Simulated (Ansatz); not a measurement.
# H₆O₄SiSn: basis-set convergence

One table from this session's results is given with a row withheld; the runs are named, their logs left out.

Method: one geometry, several basis sets; program: Ansatz 0.2.0, Gaussian basis.

Levels to be run: PBE0-D4/def2-SVP; ωB97M-V/def2-SVP; PBE0-D4/def2-QZVPP; ωB97M-V/def2-QZVPP; the functionals' def2-TZVPP values are taken from earlier runs.

2 further runs of the same task are left out: 2 for a known fault of the program. Runs told in other sessions of the task aren't counted.

## The geometry

All runs share one geometry, relaxed beforehand with PBE0-D4 in a triple-zeta def2 set. Sn takes the def2 core potential; no spin-orbit term is included.

SMILES `O[Si](O)(O)[O][SnH3]`, 12 atoms, charge 0, spin multiplicity 1.

Atoms are counted from 1 here; the program's logs count them from 0.

Bond lengths: O1–Si2 1.634 Å, O1–H7 0.958 Å, Si2–O3 1.640 Å, Si2–O4 1.637 Å, Si2–O5 1.611 Å, O3–H8 0.958 Å, O4–H9 0.958 Å, O5–Sn6 1.975 Å, Sn6–H10 1.703 Å, Sn6–H11 1.701 Å, Sn6–H12 1.702 Å. Angles: Si2–O1–H7 116.1°, O1–Si2–O3 106.3°, O1–Si2–O4 105.6°, O1–Si2–O5 115.7°, O3–Si2–O4 114.4°, O3–Si2–O5 105.4°, O4–Si2–O5 109.6°, Si2–O3–H8 116.9°, Si2–O4–H9 116.0°, Si2–O5–Sn6 128.6°, O5–Sn6–H10 102.9°, O5–Sn6–H11 107.8°, O5–Sn6–H12 106.6°, H10–Sn6–H11 112.8°, H10–Sn6–H12 112.5°, H11–Sn6–H12 113.4°.

The first run:

Input file in.yaml:

```yaml
crystal:
  periodic: [false, false, false]
  atoms:
    - {symbol: O, position_ang: [-1.899602, -0.902369, -0.738154]}
    - {symbol: Si, position_ang: [-0.908449, -0.183710, 0.344376]}
    - {symbol: O, position_ang: [0.023632, -1.375557, 0.975851]}
    - {symbol: O, position_ang: [-1.894296, 0.549686, 1.426430]}
    - {symbol: O, position_ang: [0.125725, 0.893145, -0.261929]}
    - {symbol: Sn, position_ang: [1.987588, 0.612025, -0.857419]}
    - {symbol: H, position_ang: [-2.713572, -0.437755, -0.936492]}
    - {symbol: H, position_ang: [-0.409986, -2.206791, 1.172224]}
    - {symbol: H, position_ang: [-1.508520, 1.271783, 1.923743]}
    - {symbol: H, position_ang: [2.310879, 2.015443, -1.765638]}
    - {symbol: H, position_ang: [2.023830, -0.804769, -1.798679]}
    - {symbol: H, position_ang: [2.939770, 0.513668, 0.549486]}
basis:
  gaussian: {orbitals: def2-SVP}
hamiltonian: {xc: pbe0, dispersion: d4}
output: {orbitals: {seedname: orbitals}}
```

On the command line:

```bash
$ ansatz run in.yaml --threads 4 --pin off --events-out ev --progress --plain --max-ram 11315MiB
```

Steps of the session up to this table: PBE0-D4 in def2-SVP; ωB97M-V in def2-SVP; PBE0-D4 in def2-QZVPP; ωB97M-V in def2-QZVPP.

One of the session's tables, all rows but one given; the rest of the session is left out.

It belongs to the step «Density functionals: the series». 

```
functional       basis  HOMO (eV)
   PBE0-D4    def2-SVP      -8.27
   PBE0-D4  def2-TZVPP      -8.50
   PBE0-D4  def2-QZVPP      -8.55
   ωB97M-V    def2-SVP     -10.59
   ωB97M-V  def2-TZVPP          ?
   ωB97M-V  def2-QZVPP     -10.88
```

Q: Estimate the row for ωB97M-V, def2-TZVPP from the others.

As computed: HOMO (eV): -10.84. In the column «HOMO (eV)» it lies between ωB97M-V, def2-QZVPP (-10.88) and ωB97M-V, def2-SVP (-10.59).
